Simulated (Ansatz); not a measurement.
# BHLYP/cc-pVDZ run of C2H3FGe (SMILES C#[C][GeH2][F])

What is the electronic atomisation energy of C2H3FGe at BHLYP/cc-pVDZ? 

The calculation is run with Ansatz 0.2.0.

63 further runs of the same task are left out: 63 set aside as unsound or not needed. Runs told in other sessions of the task aren't counted.

### Step 1. Starting point

C2H3FGe: 7 atoms, total charge 0, spin state singlet. As SMILES, `C#[C][GeH2][F]`. The shape is that of a PBE0-D4/def2-TZVP optimisation.

Bond lengths: C1–C2 1.205 Å, C2–Ge3 1.891 Å, Ge3–F4 1.737 Å, C1–H5 1.066 Å, Ge3–H6 1.530 Å, Ge3–H7 1.530 Å. Angles: C1–C2–Ge3 178.5°, C2–Ge3–F4 106.8°, C2–C1–H5 179.5°, C2–Ge3–H6 111.0°, C2–Ge3–H7 111.0°, F4–Ge3–H6 106.5°, F4–Ge3–H7 106.5°, H6–Ge3–H7 114.4°.

### Step 2. A single-point energy at BHLYP/cc-pVDZ

The input, input.yaml:

```yaml
crystal:
  periodic: [false, false, false]
  atoms:
    - symbol: C
      position_ang: [1.589600, -1.011400, 0.749400]
    - symbol: C
      position_ang: [0.653200, -0.399300, 0.302800]
    - symbol: Ge
      position_ang: [-0.795200, 0.603200, -0.384600]
    - symbol: F
      position_ang: [-1.928600, -0.538300, -1.040400]
    - symbol: H
      position_ang: [2.414700, -1.560800, 1.142300]
    - symbol: H
      position_ang: [-1.525800, 1.349500, 0.733200]
    - symbol: H
      position_ang: [-0.346600, 1.489200, -1.548300]
basis:
  gaussian: {orbitals: cc-pVDZ}
hamiltonian: {xc: {name: BHLYP}}
accuracy: high
output: {orbitals: {seedname: orbitals}}
```

Command:

```bash
ansatz run input.yaml --threads 1 --pin off --max-ram 2610MiB --events-out events.jsonl --progress --plain --runs-dir runs
```

The program printed:

```text
Warning: RAYON_NUM_THREADS=1 ignored (pool sized by the plan → 1); use --threads N
Functional definition: BHLYP
  name "BHLYP"
  parameter a = 0.5
  exchange = (1 - a)*b88_x + a*exact_x
  correlation = lyp_c
1814 factors; integrals over basis functions are off by at most 4.7e-9 eV
mean field evaluation 1: about -61349.3859 eV, gradient 4.0e1 eV
mean field evaluation 2: about -61349.8001 eV, gradient 4.2e1 eV
mean field evaluation 4: about -61352.9001 eV, gradient 1.5e0 eV
mean field evaluation 8: about -61353.1839 eV, gradient 4.4e-1 eV
mean field evaluation 16: about -61353.1844 eV, gradient 4.1e-5 eV
mean field -61353.18441019 eV, -2254.6879403924 hartree, gradient 2.6e-8 eV, S^2 0.000000; 0 other end points of the search recorded, 0 dependent functions left out
reference -61353.18443600 eV, -2254.6879413409 hartree; 28, 28 occupied and 56, 56 virtual orbitals, 1814 factors
Total energy: -61353.18443600 eV, -2254.6879413409 hartree
```

Run time: 3.6 s. Hardware: 1 thread of AMD EPYC 9R45 (Zen 5), shared host; peak memory 0.29 GiB.

### Step 3. The C atom

The input, run.yaml:

```yaml
basis:
  gaussian:
    orbitals: cc-pVDZ
crystal:
  periodic: [false, false, false]
  atoms:
    - {symbol: C, position_ang: [0.000000, 0.000000, 0.000000]}
hamiltonian:
  xc: {name: BHLYP}
accuracy: high
magnetization:
  spin_polarized: true
  initial_magnetization: 2
```

Run the same way, it converges to -37.84127 Eh (log not shown).

### Step 4. The F atom

The input, molecule.yaml:

```yaml
crystal:
  periodic: [false, false, false]
  atoms:
    - {symbol: F, position_ang: [0.000000, 0.000000, 0.000000]}
basis:
  gaussian:
    orbitals: cc-pVDZ
magnetization:
  spin_polarized: true
  initial_magnetization: 1
hamiltonian:
  xc: {name: BHLYP}
accuracy: high
```

Command:

```bash
ansatz run molecule.yaml --threads 1 --pin off --max-ram 2610MiB --events-out events.jsonl --progress --plain --runs-dir runs
```

The program printed:

```text
Warning: RAYON_NUM_THREADS=1 ignored (pool sized by the plan → 1); use --threads N
[... 5 set-up lines as earlier in the session ...]
96 factors; integrals over basis functions are off by at most 1.1e-8 eV
mean field evaluation 1: about -2713.0438 eV, gradient 4.9e0 eV
mean field evaluation 2: about -2713.1021 eV, gradient 7.5e-1 eV
mean field evaluation 4: about -2713.1046 eV, gradient 2.0e-1 eV
mean field evaluation 8: about -2713.1047 eV, gradient 7.6e-4 eV
mean field -2713.10472383 eV, -99.7047595923 hartree, gradient 1.8e-8 eV, S^2 0.751125; 0 other end points of the search recorded, 0 dependent functions left out
reference -2713.10473092 eV, -99.7047598528 hartree; 5, 4 occupied and 9, 10 virtual orbitals, 96 factors
Total energy: -2713.10473092 eV, -99.7047598528 hartree
```

It took 0.16 s on 1 thread of AMD EPYC 9R45 (Zen 5), shared host.

### Step 5. The Ge atom, same level

The input, input.yaml:

```yaml
crystal:
  periodic: [false, false, false]
  atoms:
    - {symbol: Ge, position_ang: [0.000000, 0.000000, 0.000000]}
basis:
  gaussian: {orbitals: cc-pVDZ}
magnetization: {spin_polarized: true, initial_magnetization: 2}
hamiltonian: {xc: {name: BHLYP}}
accuracy: high
```

Run the same way, it converges to -2076.87654 Eh (log not shown).

### Step 6. The H atom, same level

The input, run.yaml:

```yaml
basis:
  gaussian:
    orbitals: cc-pVDZ
crystal:
  periodic: [false, false, false]
  atoms:
    - {symbol: H, position_ang: [0.000000, 0.000000, 0.000000]}
total_charge: 0
magnetization:
  spin_polarized: true
  initial_magnetization: 1
hamiltonian:
  xc: {name: BHLYP}
accuracy: high
```

Run the same way, it converges to -0.49784 Eh (log not shown).

### Step 7. What came out

Level: BHLYP/cc-pVDZ.

```
                     quantity           value
       molecule: total energy  -2254.68794 Eh
        molecule: HOMO energy        -9.50 eV
        molecule: LUMO energy         0.39 eV
      molecule: HOMO–LUMO gap         9.89 eV
         C atom: total energy    -37.84127 Eh
                 C atom: ⟨S²⟩           2.003
         F atom: total energy    -99.70476 Eh
                 F atom: ⟨S²⟩           0.751
        Ge atom: total energy  -2076.87654 Eh
                Ge atom: ⟨S²⟩           2.003
         H atom: total energy     -0.49784 Eh
                 H atom: ⟨S²⟩           0.750
electronic atomisation energy       25.322 eV
```

**Reading.** Taking the molecule apart into free atoms costs 25.32 eV (584 kcal/mol), before zero-point energy and without spin-orbit coupling.
